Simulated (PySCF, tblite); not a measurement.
# C₆H₉O₂ radical: geometry, infrared bands and EPR parameters

Aim: predict the infrared bands and EPR parameters of C₆H₉O₂ radical (`COC[C](O)C1=CC1`).

Computed with tblite 0.8.0 and PySCF 2.14.0, with density-fitted response routines of our own, on a single molecule in the gas phase. Atoms are numbered from 0 throughout.

## Step 1: Starting geometry

17 atoms, charge 0, multiplicity 2; geometry from: force field or distance geometry start.

Bonds of the start (Å): C0–O1 1.39, O1–C2 1.41, C2–C3 1.47, C3–O4 1.39, C3–C5 1.47, C5–C6 1.36, C6–C7 1.47, C7–C5 1.51, C0–H8 1.11, C0–H9 1.10, C0–H10 1.10, C2–H11 1.10, C2–H12 1.10, O4–H13 1.01, C6–H14 1.11, C7–H15 1.11, C7–H16 1.11.

## Step 2: Geometry optimisation with GFN2-xTB

Job settings and geometry (Å):

```
{"job": {"kind": "relax", "xc": "GFN2-xTB", "basis": "xTB"}, "charge": 0, "multiplicity": 2}
C     -2.405600     0.360700     0.401700
O     -2.159200    -0.764000    -0.385500
C     -0.831200    -0.570400    -0.822500
C      0.024400    -0.464000     0.370500
O      0.044500    -1.563600     1.217900
C      1.318300     0.205900     0.172100
C      2.116200     1.207000     0.619300
C      2.647300     0.414300    -0.505000
H     -1.673400     0.396500     1.235000
H     -2.279500     1.236000    -0.254500
H     -3.408600     0.248300     0.829200
H     -0.613700    -1.403900    -1.504400
H     -0.792700     0.359100    -1.406400
H     -0.400300    -2.312200     0.712000
H      2.262300     2.038200     1.335200
H      3.478900    -0.249300    -0.205500
H      2.665500     0.873400    -1.520300
```

Started as:

```console
$ OMP_NUM_THREADS=1 python probes_run.py task.json out
```

The driver reads the jobs from task.json and runs them one after another.

**Question.** This job is followed by: GFN2-xTB harmonic vibrations, gas phase; UKS B3LYP, pcH-1 on C H O, non-relativistic, mean-field spin-orbit, GIAO. Predict these results of the whole session: strongest single infrared mode (GFN2-xTB); zero-point energy (GFN2-xTB); g(iso) (B3LYP); ⟨S²⟩; largest a(iso) (averaged by class); potential on the surface of density 0.002 e/bohr³, 1st and 99th percentile.

**Answer**, as computed:

| quantity | value |
| --- | --- |
| strongest single infrared mode (GFN2-xTB) | 1267 cm⁻¹, 340 km/mol |
| zero-point energy (GFN2-xTB) | 83.7 kcal/mol |
| g(iso) (B3LYP) | 2.00304 |
| ⟨S²⟩ | 0.773 (exact 0.75) |
| largest a(iso) (averaged by class) | 13C on C6, 63.7 MHz |
| potential on the surface of density 0.002 e/bohr³, 1st and 99th percentile | -1.40 V and 1.63 V |

**Reading.** Over 87 steps the energy fell by 1.574 eV; of the close pairs, C3–C5 changed most, 1.470 to 1.354 Å. No mode is imaginary among the 45: a minimum at this level. The strongest single mode, at 1267 cm⁻¹, is spread over several atoms, C3, O4, H13 among them. GFN2-xTB is a fitted tight-binding method: band positions and strengths are rough. Its intensities can rank the bands wrongly. The largest spin populations lie on C6 (0.66 e), C3 (0.49 e). The isotropic g lies 0.7 ppt above the free-electron value. These values are for one conformer; the search (at its own cheap level) found 2 more, at 0.64, 0.80 kcal/mol, and measured spectra average over such forms.
